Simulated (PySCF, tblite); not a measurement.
**C₅H₁₀FO₃S−: geometry, infrared bands and NMR shifts**

What infrared bands and NMR shifts should C₅H₁₀FO₃S− (`COC(C)(C)[C@@H](F)[S@](=O)[O-]`) show?

Programs: tblite 0.8.0 and PySCF 2.14.0, with density-fitted response routines of our own. Each step states its level of theory. These are calculated values for one molecule in the gas phase, unless marked as measured. Atoms are numbered from 0 throughout.

### Step 1. Starting geometry

20 atoms, charge -1, multiplicity 1; geometry from: force field or distance geometry start.

Bonds of the start (Å): C0–O1 1.41, O1–C2 1.47, C2–C3 1.53, C2–C4 1.54, C2–C5 1.55, C5–F6 1.37, C5–S7 1.87, S7–O8 1.52, S7–O9 1.51, C0–H10 1.10, C0–H11 1.09, C0–H12 1.08, C3–H13 1.09, C3–H14 1.10, C3–H15 1.11, C4–H16 1.10, C4–H17 1.10, C4–H18 1.10, C5–H19 1.10.

### Step 2. Optimising the geometry with GFN2-xTB

Job settings and geometry (Å):

```
{"job": {"kind": "relax", "xc": "GFN2-xTB", "basis": "xTB"}, "charge": -1, "multiplicity": 1}
C     -2.226900    -0.811300    -0.270000
O     -1.478200    -0.049300     0.650800
C     -0.100700     0.290300     0.256700
C      0.468800     0.899900     1.538700
C     -0.200000     1.407900    -0.796200
C      0.670800    -0.947200    -0.257500
F      0.117800    -1.352200    -1.443200
S      2.469400    -0.581300    -0.598000
O      2.911100    -1.845400    -1.316400
O      3.035300    -0.437000     0.791500
H     -3.271800    -0.834600     0.087800
H     -2.240200    -0.359500    -1.261800
H     -1.885600    -1.840100    -0.300800
H      1.419300     1.416900     1.384500
H     -0.232700     1.623400     1.989500
H      0.615500     0.113400     2.314900
H      0.772000     1.887900    -0.978800
H     -0.564400     1.023600    -1.763300
H     -0.905600     2.189700    -0.482300
H      0.620900    -1.784500     0.450800
```

Run with:

```bash
$ OMP_NUM_THREADS=1 python probes_run.py task.json out
```

This one command runs all jobs of the session in turn.

**Question.** This job is followed by: GFN2-xTB harmonic vibrations, gas phase; GIAO PBE0/pcSseg-1 NMR shielding, non-relativistic, gas phase. Predict these results of the whole session: strongest single infrared mode (GFN2-xTB); zero-point energy (GFN2-xTB); ¹³C shifts against TMS (PBE0/pcSseg-1); ¹H shifts against TMS (PBE0/pcSseg-1, means over atoms taken as alike); ¹⁷O shifts against H2O (PBE0/pcSseg-1); ¹⁹F shifts against CFCl3 (PBE0/pcSseg-1); ³³S shifts against CS2 (PBE0/pcSseg-1).

**Answer**, as computed:

```
                                                              quantity                              value
                             strongest single infrared mode (GFN2-xTB)              1098 cm⁻¹, 386 km/mol
                                          zero-point energy (GFN2-xTB)                      94.0 kcal/mol
                                ¹³C shifts against TMS (PBE0/pcSseg-1)  124.3, 81.3, 53.4, 22.9, 15.2 ppm
¹H shifts against TMS (PBE0/pcSseg-1, means over atoms taken as alike)         4.21, 3.39, 1.52, 1.49 ppm
                                ¹⁷O shifts against H2O (PBE0/pcSseg-1)             241.2, 215.9, 83.7 ppm
                              ¹⁹F shifts against CFCl3 (PBE0/pcSseg-1)                         -220.1 ppm
                                ³³S shifts against CS2 (PBE0/pcSseg-1)                            499 ppm
```

What this shows: Relaxing lowered the energy by 0.471 eV in 178 steps; the close pair that moved most is C5–S7, from 1.867 to 1.990 Å. No mode is imaginary among the 54: a minimum at this level. The strongest single mode, at 1098 cm⁻¹, is carried by S7, O8, H19, O9. Unscaled tight-binding wavenumbers are off by several per cent, some by more. Its intensities can rank the bands wrongly. The most deshielded carbon is C5 (sp3 CH bonded to F and S), at 124.3 ppm: pulled downfield by the heteroatom. The most deshielded hydrogen is H19 (hydrogen on an sp3 CH bonded to F and S), at 4.21 ppm: its carbon carries F, an electronegative neighbour. At PBE0/pcSseg-1: Shielding is most anisotropic at S7 (span 342 ppm, paramagnetic term -1045 ppm).
